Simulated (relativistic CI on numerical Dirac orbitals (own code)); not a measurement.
**Fe IX (Fe⁸⁺): levels and lines**

Aim: the low levels of Fe⁸⁺, their labels and the strongest lines; runs with one setting changed show what the result hangs on.

Program: relativistic CI on numerical Dirac orbitals (own code) version 4. Level of theory: Dirac-Coulomb-Breit CI, KLI orbitals optimised for each configuration, model QED (radiative potential, 1s self-energy scaled to tabulated hydrogen-like ionisation energies). These are calculated values, not measurements, unless marked.

### Step 1. The system

| Item | Value |
| --- | --- |
| ion | Fe⁸⁺ (Fe IX) |
| nuclear charge | 26 |
| electrons | 18 |
| isotope | A = 56 |
| first configuration typed | [Ne] 3s2 3p6 |

The outer shells:

first configuration typed
```
[Ne] core
3s [↑↓]
3p [↑↓][↑↓][↑↓]
```

### Step 2. CI with the chosen configurations

Input settings:

```ini
atom Fe  Z=26  charge=8  electrons=18
nucleus A=56  rms_radius_fm=3.7377
hamiltonian dirac-coulomb  breit=on  qed=on  c_scale=1
orbitals kli  potential=per-configuration
slater_scale 1
correlation none
mixing on
configurations
  [Ne] 3s2 3p6
  [Ne] 3s2 3p5 3d
  [Ne] 3s 3p6 3d
  [Ne] 3s2 3p5 4s
  [Ne] 3s2 3p5 4p
  [Ne] 3s2 3p5 4d
  [Ne] 3s 3p6 4s
  [Ne] 3s2 3p5 4f
  [Ne] 3s 3p6 4p
  [Ne] 3p6 3d2
  [Ne] 3p5 3d3
  [Ne] 3p5 3d2 4s
  [Ne] 3p5 3d2 4p
  [Ne] 3p5 3d2 4d
end
```

Command:

```console
$ python run_levels.py task.json out
```

The settings of every run stand in task.json; they run in order.

Results of the run (chosen fields of its result record, rounded):

```text
{
  "status": "converged",
  "levels [i, E_cm, J2, conf, term, w_term, jj, w_jj, g, tau_s, A_per_gI_MHz, B_per_Q_MHz]": [
    [0, 0, 0, "3s2 3p6", "1S", 0.999, "closed", 0.999, "-", "-", "-", "-"],
    [1, 400386.03, 0, "3s2 3p5 3d", "3P*", 0.9989, "3p3/2^3 3d3/2", 0.9989, "-", "-", "-", "-"],
    [2, 402977.77, 2, "3s2 3p5 3d", "3P*", 0.9922, "3p3/2^3 3d3/2", 0.6019, 1.494, 6.653e-08, -129, 360.7],
    [3, 408401.84, 4, "3s2 3p5 3d", "3P*", 0.9781, "3p3/2^3 3d5/2", 0.5295, 1.492, 0.01254, -778.4, 252],
    [4, 420638.42, 8, "3s2 3p5 3d", "3F*", 0.9991, "3p3/2^3 3d5/2", 0.9991, 1.25, "-", 1769, -5739],
    [5, 424393.3, 6, "3s2 3p5 3d", "3F*", 0.9529, "3p3/2^3 3d3/2", 0.729, 1.085, 0.7111, 2893, -5552],
    [6, 429045.24, 4, "3s2 3p5 3d", "3F*", 0.9471, "3p1/2 3p3/2^4 3d3/2", 0.5473, 0.6867, 0.2074, 4846, -5072],
    [7, 454446.21, 6, "3s2 3p5 3d", "3D*", 0.6939, "3p3/2^3 3d5/2", 0.9698, 1.231, 0.02927, 1480, 3695],
    [8, 456705.88, 4, "3s2 3p5 3d", "1D*", 0.5527, "3p3/2^3 3d3/2", 0.4743, 1.048, 0.0107, 3147, 7028],
    [9, 459580.8, 2, "3s2 3p5 3d", "3D*", 0.9909, "3p1/2 3p3/2^4 3d3/2", 0.5081, 0.5058, 3.712e-09, 105.3, 2426],
    [10, 462119.72, 4, "3s2 3p5 3d", "3D*", 0.5664, "3p1/2 3p3/2^4 3d5/2", 0.6152, 1.104, 0.008491, -413.5, 4942],
    [11, 464631.28, 6, "3s2 3p5 3d", "1F*", 0.666, "3p1/2 3p3/2^4 3d5/2", 0.7509, 1.099, 0.006699, 3489, -623.7],
    [12, 608854.7, 2, "3s2 3p5 3d", "1P*", 0.9951, "3p3/2^3 3d5/2", 0.5652, 0.9987, 2.948e-12, -2432, -297.5],
    [13, 783801.89, 2, "3s 3p6 3d", "3D", 0.996, "3s 3d3/2", 0.996, 0.4983, 2.042e-11, -1.619e+04, 422.7],
    [14, 784544.27, 4, "3s 3p6 3d", "3D", 0.9955, "3s 3d3/2", 0.6178, 1.166, 2.038e-11, 7436, 602.1],
    [15, 785739.57, 6, "3s 3p6 3d", "3D", 0.996, "3s 3d5/2", 0.996, 1.333, 2.033e-11, 1.242e+04, 1190],
    [16, 831920.59, 4, "3s 3p6 3d", "1D", 0.9967, "3s 3d5/2", 0.6185, 0.9994, 2.017e-11, 246, 1202],
    [17, 942952.56, 4, "3s2 3p5 4s", "3P*", 0.9936, "3p3/2^3 4s", 0.9936, 1.5, 2.756e-07, 7735, -7205],
    [18, 948378.1, 2, "3s2 3p5 4s", "3P*", 0.6846, "3p3/2^3 4s", 0.8688, 1.344, 4.268e-11, 2065, 315.9],
    [19, 958540.78, 0, "3s2 3p5 4s", "3P*", 0.9927, "3p1/2 3p3/2^4 4s", 0.9927, "-", 3.028e-07, "-", "-"],
    [20, 964357.45, 2, "3s2 3p5 4s", "1P*", 0.6871, "3p1/2 3p3/2^4 4s", 0.8686, 1.155, 1.988e-11, 1.79e+04, -3948],
    [21, 1023709, 2, "3s2 3p5 4p", "3S", 0.9329, "3p3/2^3 4p1/2", 0.4302, 1.976, 3.816e-11, 2042, -188.8],
    [22, 1041785.6, 4, "3s2 3p5 4p", "3D", 0.6654, "3p3/2^3 4p1/2", 0.9568, 1.141, 3.466e-11, 4256, -6240],
    [23, 1042755.1, 6, "3s2 3p5 4p", "3D", 0.9977, "3p3/2^3 4p3/2", 0.9977, 1.334, 3.594e-11, 2438, -5401],
    [24, 1047450.2, 2, "3s2 3p5 4p", "3D", 0.5295, "3p3/2^3 4p1/2", 0.4413, 0.8346, 3.555e-11, 5383, -3689],
    [25, 1051504.7, 4, "3s2 3p5 4p", "3P", 0.6086, "3p3/2^3 4p3/2", 0.9731, 1.309, 3.226e-11, 2658, -2345],
    [26, 1058096.9, 2, "3s2 3p5 4p", "3D", 0.4494, "3p1/2 3p3/2^4 4p1/2", 0.7945, 0.8237, 3.672e-11, 1.015e+04, 2497],
    [27, 1059854, 0, "3s2 3p5 4p", "3P", 0.9778, "3p1/2 3p3/2^4 4p1/2", 0.5232, "-", 3.085e-11, "-", "-"],
    [28, 1063143.1, 4, "3s2 3p5 4p", "1D", 0.3591, "3p1/2 3p3/2^4 4p3/2", 0.9477, 1.217, 3.361e-11, 5630, 3184],
    [29, 1064220.9, 2, "3s2 3p5 4p", "3P", 0.6666, "3p1/2 3p3/2^4 4p3/2", 0.8116, 1.366, 3.349e-11, -1606, 842.4],
    [30, 1099039.8, 0, "3s2 3p5 4p", "1S", 0.9775, "3p3/2^3 4p3/2", 0.523, "-", 3.522e-11, "-", "-"],
    [31, 1181721.6, 0, "3s2 3p5 4d", "3P*", 0.9794, "3p3/2^3 4d3/2", 0.9794, "-", 1.112e-10, "-", "-"],
    [32, 1183271.9, 2, "3s2 3p5 4d", "3P*", 0.9393, "3p3/2^3 4d3/2", 0.5949, 1.468, 8.293e-11, -41.11, 858.3],
    [33, 1186954.1, 4, "3s2 3p5 4d", "3P*", 0.854, "3p3/2^3 4d5/2", 0.679, 1.45, 1.149e-10, -108.9, 1422],
    [34, 1190362.6, 8, "3s2 3p5 4d", "3F*", 0.9989, "3p3/2^3 4d5/2", 0.9989, 1.25, 1.224e-10, 1546, -6908],
    "... 35 more rows left out ..."
  ],
  "lines, the strongest and those to the lowest levels [upper, lower, type, S_au, A_per_s, branching]": [
    [3, 0, "M2", 0.0003048, 77.58, 0.9731],
    [12, 0, "E1", 2.226, 3.393e+11, 1],
    [15, 4, "E1", 1.723, 2.426e+10, 0.4932],
    [17, 1, "E2", 0.07613, 8.018e+04, 0.0221],
    [17, 2, "E2", 0.1863, 1.916e+05, 0.05281],
    [37, 0, "E1", 0.1184, 1.373e+11, 0.9593],
    [43, 1, "E1", 0.2205, 1.074e+11, 0.4456],
    [43, 2, "E1", 0.1828, 8.823e+10, 0.3662],
    [44, 2, "E1", 0.4616, 1.345e+11, 0.5683],
    [44, 3, "E1", 0.1941, 5.551e+10, 0.2346],
    [45, 4, "E1", 1.61, 2.009e+11, 0.983],
    [46, 5, "E1", 1.022, 1.548e+11, 0.7699],
    [46, 11, "E1", 0.1667, 2.193e+10, 0.1091],
    [47, 3, "E1", 0.7883, 1.627e+11, 0.7034],
    [47, 7, "E1", 0.2374, 4.179e+10, 0.1807],
    [48, 5, "E1", 0.1497, 2.961e+10, 0.1464],
    [48, 6, "E1", 0.6812, 1.326e+11, 0.6553],
    [48, 8, "E1", 0.1835, 3.243e+10, 0.1603],
    [49, 7, "E1", 1.107, 1.542e+11, 0.7827],
    [50, 9, "E1", 0.3181, 7.949e+10, 0.4568],
    [50, 12, "E1", 0.3569, 5e+10, 0.2874],
    [52, 6, "E1", 0.2287, 4.665e+10, 0.2319],
    [52, 8, "E1", 0.7455, 1.384e+11, 0.6878],
    [53, 5, "E1", 0.1292, 2.09e+10, 0.1052],
    [53, 11, "E1", 1.102, 1.552e+11, 0.7813],
    [54, 10, "E1", 0.8934, 1.636e+11, 0.7878],
    [55, 9, "E1", 0.2893, 7.587e+10, 0.4253],
    [55, 12, "E1", 0.3919, 5.822e+10, 0.3264]
  ],
  "n_levels_all": 912,
  "total_energy [Ha]": -1250.5513265,
  "configurations [conf, odd, states, E_av_cm, breit_Ha, qed_Ha, corr_Ha]": [
    ["3s2 3p6", 0, 1, 1704.18, 0.4696, 0.3137, "-"],
    ["3s2 3p5 3d", 1, 60, 447921, 0.4663, 0.3137, "-"],
    ["3s 3p6 3d", 0, 20, 798874, 0.4668, 0.3113, "-"],
    ["3s2 3p5 4s", 1, 12, 954087, 0.4673, 0.3145, "-"],
    ["3s2 3p5 4p", 0, 36, 1.05284e+06, 0.4674, 0.3139, "-"],
    ["3s2 3p5 4d", 1, 60, 1.20017e+06, 0.4665, 0.3139, "-"],
    ["3s 3p6 4s", 0, 4, 1.31292e+06, 0.4678, 0.312, "-"],
    ["3s2 3p5 4f", 0, 84, 1.30823e+06, 0.4664, 0.3139, "-"],
    ["3s 3p6 4p", 1, 12, 1.4082e+06, 0.4679, 0.3114, "-"],
    ["3p6 3d2", 0, 45, 1.61529e+06, 0.464, 0.3089, "-"],
    ["3p5 3d3", 1, 720, 2.0472e+06, 0.4609, 0.3089, "-"],
    ["3p5 3d2 4s", 1, 540, 2.54824e+06, 0.4615, 0.3095, "-"],
    ["3p5 3d2 4p", 0, 1620, 2.64067e+06, 0.4617, 0.3089, "-"],
    ["3p5 3d2 4d", 1, 2700, 2.78583e+06, 0.4608, 0.3089, "-"]
  ],
  "radial 3s2 3p5 3d [Ha, bohr]": {"<r^-3>(3p)": 74.009, "<r^1>(3p)": 0.76181, "<r^2>(3p)": 0.67089, "<r^4>(3p)": 0.7131, "zeta(3p)": 0.045803, "<r^-3>(3d)": 9.0572, "<r^1>(3d)": 0.75303, "<r^2>(3d)": 0.67129, "<r^4>(3d)": 0.81275, "F2(3p,3d)": 0.58373, "G1(3p,3d)": 0.69371, "G3(3p,3d)": 0.43971, "zeta(3d)": 0.0034608},
  "ionisation_energy [eV]": 232.434
}
```

Wall time 0.8 s (1 thread of Arm Neoverse V1, shared host).

Lowest levels:

```csv
level,energy (cm⁻¹),LS purity (%),jj purity (%),radiative lifetime (s)
3p6 1S0,0.0,100,100,-
3p5 3d 3P°0,400386,100,100,-
3p5 3d 3P°1,402978,99,60,6.7e-08
3p5 3d 3P°2,408402,98,53,0.013
3p5 3d 3F°4,420638,100,100,-
3p5 3d 3F°3,424393,95,73,0.71
3p5 3d 3F°2,429045,95,55,0.21
3p5 3d [3p3/2^3 3d5/2] J=3°,454446,69,97,0.029
3p5 3d 1D°2,456706,55,47,0.011
3p5 3d 3D°1,459581,99,51,3.7e-09
3p5 3d 3D°2,462120,57,62,0.0085
3p5 3d 1F°3,464631,67,75,0.0067
3p5 3d 1P°1,608855,100,57,2.9e-12
3s 3p6 3d 3D1,783802,100,100,2e-11
```

Where the configurations lie:

```csv
configuration,levels among the lowest 60,parity,lowest (eV),highest (eV)
3p6,1,even,0.00,0.00
3p5 3d,12,odd,49.64,75.49
3s 3p6 3d,4,even,97.18,103.15
3p5 4s,4,odd,116.91,119.57
3p5 4p,10,even,126.92,136.26
3p5 4d,12,odd,146.51,150.30
3p5 4f,12,even,160.82,164.22
3s 3p6 4s,2,even,162.88,164.75
3s 3p6 4p,3,odd,174.65,175.13
```

The strongest allowed lines among the lowest 70 of 912 levels, ranked by gA:

```csv
upper,lower,wavelength (nm),A (1/s)
3p5 4f 3G5,3p5 3d 3F°4,11.39,2.01e+11
3p5 4f [3p1/2 3p3/2^4 4f7/2] J=4,3p5 3d 1F°3,11.69,1.55e+11
3p5 4f [3p3/2^3 4f5/2] J=4,3p5 3d 3F°3,11.41,1.55e+11
3p5 4f [3p3/2^3 4f7/2] J=4,3p5 3d [3p3/2^3 3d5/2] J=3°,11.73,1.54e+11
3p5 4f [3p1/2 3p3/2^4 4f7/2] J=3,3p5 3d 3D°2,11.65,1.64e+11
3p5 4f 3D3,3p5 3d 3P°2,11.19,1.63e+11
3p5 3d 1P°1,3p6 1S0,16.42,3.39e+11
3p5 4f [3p1/2 3p3/2^4 4f5/2] J=3,3p5 3d 1D°2,11.60,1.38e+11
3p5 4f [3p3/2^3 4f5/2] J=3,3p5 3d 3F°2,11.41,1.33e+11
3p5 4f 3D2,3p5 3d 3P°1,11.16,1.34e+11
```

### Step 3. Without configuration mixing

Settings: those of step 2 with these lines changed.

```diff
@@ -6,3 +6,3 @@
 correlation none
-mixing on
+mixing off
 configurations
```

Results of the run:

```text
{
  "status": "converged",
  "levels [i, E_cm, J2, conf, term, w_term, w_jj]": [
    [0, 0, 0, "3s2 3p6", "1S", 1, 1],
    [1, 400254.91, 0, "3s2 3p5 3d", "3P*", 1, 1],
    [2, 402851.42, 2, "3s2 3p5 3d", "3P*", 0.9932, 0.6028],
    [3, 408284.49, 4, "3s2 3p5 3d", "3P*", 0.979, 0.5305],
    [4, 420361.78, 8, "3s2 3p5 3d", "3F*", 1, 1],
    [5, 424115.18, 6, "3s2 3p5 3d", "3F*", 0.9537, 0.7299],
    [6, 428768.69, 4, "3s2 3p5 3d", "3F*", 0.9478, 0.5475],
    [7, 454126.39, 6, "3s2 3p5 3d", "3D*", 0.6939, 0.9706],
    [8, 456397.81, 4, "3s2 3p5 3d", "1D*", 0.5525, 0.4746],
    [9, 459267.54, 2, "3s2 3p5 3d", "3D*", 0.9917, 0.5088],
    [10, 461813.23, 4, "3s2 3p5 3d", "3D*", 0.5661, 0.6161],
    [11, 464308.8, 6, "3s2 3p5 3d", "1F*", 0.6659, 0.7519],
    "... 58 more rows left out ..."
  ],
  "n_levels_all": 912,
  "total_energy [Ha]": -1250.5435616,
  "configurations [conf, odd, states, E_av_cm, breit_Ha, qed_Ha, corr_Ha]": [
    ["3s2 3p6", 0, 1, 0, 0.4696, 0.3137, "-"],
    ["3s2 3p5 3d", 1, 60, 446217, 0.4663, 0.3137, "-"],
    ["3s 3p6 3d", 0, 20, 797170, 0.4668, 0.3113, "-"],
    ["3s2 3p5 4s", 1, 12, 952383, 0.4673, 0.3145, "-"],
    ["3s2 3p5 4p", 0, 36, 1.05113e+06, 0.4674, 0.3139, "-"],
    ["3s2 3p5 4d", 1, 60, 1.19847e+06, 0.4665, 0.3139, "-"],
    ["3s 3p6 4s", 0, 4, 1.31121e+06, 0.4678, 0.312, "-"],
    ["3s2 3p5 4f", 0, 84, 1.30653e+06, 0.4664, 0.3139, "-"],
    ["3s 3p6 4p", 1, 12, 1.4065e+06, 0.4679, 0.3114, "-"],
    ["3p6 3d2", 0, 45, 1.61359e+06, 0.464, 0.3089, "-"],
    ["3p5 3d3", 1, 720, 2.04549e+06, 0.4609, 0.3089, "-"],
    ["3p5 3d2 4s", 1, 540, 2.54653e+06, 0.4615, 0.3095, "-"],
    ["3p5 3d2 4p", 0, 1620, 2.63897e+06, 0.4617, 0.3089, "-"],
    ["3p5 3d2 4d", 1, 2700, 2.78412e+06, 0.4608, 0.3089, "-"]
  ]
}
```

It took 0.77 s on 1 thread of Arm Neoverse V1, shared host.

How the levels moved (cm⁻¹, from the main run's lowest level):

```csv
level,main run,shift
3p5 3d 3P°0,400386,-131.1
3p5 3d 3P°1,402978,-126.4
3p5 3d 3P°2,408402,-117.4
3p5 3d 3F°4,420638,-276.6
3p5 3d 3F°3,424393,-278.1
3p5 3d 3F°2,429045,-276.5
3p5 3d [3p3/2^3 3d5/2] J=3°,454446,-319.8
3p5 3d 1D°2,456706,-308.1
3p5 3d 3D°1,459581,-313.3
3p5 3d 3D°2,462120,-306.5
3p5 3d 1F°3,464631,-322.5
3p5 3d 1P°1,608855,+795.7
```

### Step 4. One common potential

Settings: those of step 3 with these lines changed.

```diff
@@ -3,6 +3,6 @@
 hamiltonian dirac-coulomb  breit=on  qed=on  c_scale=1
-orbitals kli  potential=per-configuration
+orbitals kli  potential=mean
 slater_scale 1
 correlation none
-mixing off
+mixing on
 configurations
```

Results of the run:

```text
{
  "status": "converged",
  "levels [i, E_cm, J2, conf, term, w_term, w_jj]": [
    [0, 0, 0, "3s2 3p6", "1S", 0.999, 0.999],
    [1, 400232.98, 0, "3s2 3p5 3d", "3P*", 0.9989, 0.9989],
    [2, 402824.81, 2, "3s2 3p5 3d", "3P*", 0.9922, 0.6019],
    [3, 408249.09, 4, "3s2 3p5 3d", "3P*", 0.978, 0.5294],
    [4, 420508.82, 8, "3s2 3p5 3d", "3F*", 0.9991, 0.9991],
    [5, 424263.23, 6, "3s2 3p5 3d", "3F*", 0.9529, 0.7291],
    [6, 428915.87, 4, "3s2 3p5 3d", "3F*", 0.9471, 0.5472],
    [7, 454307.69, 6, "3s2 3p5 3d", "3D*", 0.6937, 0.9698],
    [8, 456569.66, 4, "3s2 3p5 3d", "1D*", 0.5527, 0.4743],
    [9, 459444.09, 2, "3s2 3p5 3d", "3D*", 0.9909, 0.508],
    [10, 461983.77, 4, "3s2 3p5 3d", "3D*", 0.5664, 0.6152],
    [11, 464493.01, 6, "3s2 3p5 3d", "1F*", 0.6657, 0.751],
    "... 58 more rows left out ..."
  ],
  "n_levels_all": 912,
  "total_energy [Ha]": -1250.5509203,
  "configurations [conf, odd, states, E_av_cm, breit_Ha, qed_Ha, corr_Ha]": [
    ["3s2 3p6", 0, 1, 1719.29, 0.4698, 0.3137, "-"],
    ["3s2 3p5 3d", 1, 60, 447799, 0.4661, 0.3136, "-"],
    ["3s 3p6 3d", 0, 20, 798769, 0.4668, 0.3113, "-"],
    ["3s2 3p5 4s", 1, 12, 959022, 0.4656, 0.3143, "-"],
    ["3s2 3p5 4p", 0, 36, 1.05819e+06, 0.4657, 0.3137, "-"],
    ["3s2 3p5 4d", 1, 60, 1.20616e+06, 0.4648, 0.3136, "-"],
    ["3s 3p6 4s", 0, 4, 1.31732e+06, 0.4662, 0.312, "-"],
    ["3s2 3p5 4f", 0, 84, 1.31554e+06, 0.4643, 0.3136, "-"],
    ["3s 3p6 4p", 1, 12, 1.41278e+06, 0.4664, 0.3113, "-"],
    ["3p6 3d2", 0, 45, 1.61528e+06, 0.464, 0.3088, "-"],
    ["3p5 3d3", 1, 720, 2.04729e+06, 0.4605, 0.3088, "-"],
    ["3p5 3d2 4s", 1, 540, 2.55248e+06, 0.4598, 0.3094, "-"],
    ["3p5 3d2 4p", 0, 1620, 2.6451e+06, 0.4599, 0.3088, "-"],
    ["3p5 3d2 4d", 1, 2700, 2.79064e+06, 0.459, 0.3088, "-"]
  ]
}
```

Run time: 0.57 s. Hardware: 1 thread of Arm Neoverse V1, shared host.

How the levels moved (cm⁻¹, from the main run's lowest level):

```csv
level,main run,shift
3p5 3d 3P°0,400386,-153.0
3p5 3d 3P°1,402978,-153.0
3p5 3d 3P°2,408402,-152.7
3p5 3d 3F°4,420638,-129.6
3p5 3d 3F°3,424393,-130.1
3p5 3d 3F°2,429045,-129.4
3p5 3d [3p3/2^3 3d5/2] J=3°,454446,-138.5
3p5 3d 1D°2,456706,-136.2
3p5 3d 3D°1,459581,-136.7
3p5 3d 3D°2,462120,-135.9
3p5 3d 1F°3,464631,-138.3
3p5 3d 1P°1,608855,-315.5
```

### Step 5. The runs side by side

| run | time | mean size of shift, levels followed (cm⁻¹) | lowest level | ionisation energy (eV) |
| --- | --- | --- | --- | --- |
| main run | 0.8 s | 0 | 3p6 1S0 | 232.43 |
| without configuration mixing | 0.77 s | 298 | 3p6 1S0 | - |
| one common potential | 0.57 s | 154 | 3p6 1S0 | - |

The semi-empirical ionisation energy (NIST) is 233.6 eV.

### Step 6. Summary of results

| quantity | value |
| --- | --- |
| lowest level | 3p6 1S0 |
| first excitation | 3p5 3d 3P°0, 400386 cm⁻¹ |
| lowest level of the other parity | 3p5 3d 3P°0, 400386 cm⁻¹ |
| levels in the model | 912 |
| fastest E1 line (by rate) to the lowest level among the lowest 70 of 912 levels | 16.42 nm, from 3p5 3d 1P°1 |
| ionisation energy | 232.43 eV |
| ionisation energy, semi-empirical (NIST) | 233.6 eV |

In words: The lowest level is 3p6 1S0, 100 % pure in LS and 100 % in jj coupling; over the low levels the means are 89 and 73 %, so LS coupling describes them better. Against the semi-empirical ionisation energy the result lies 0.50 % low. Of the changes tried, the run «without configuration mixing» moves the low levels most, by 298 cm⁻¹ on average. Lifetimes count radiative decay inside the model alone.
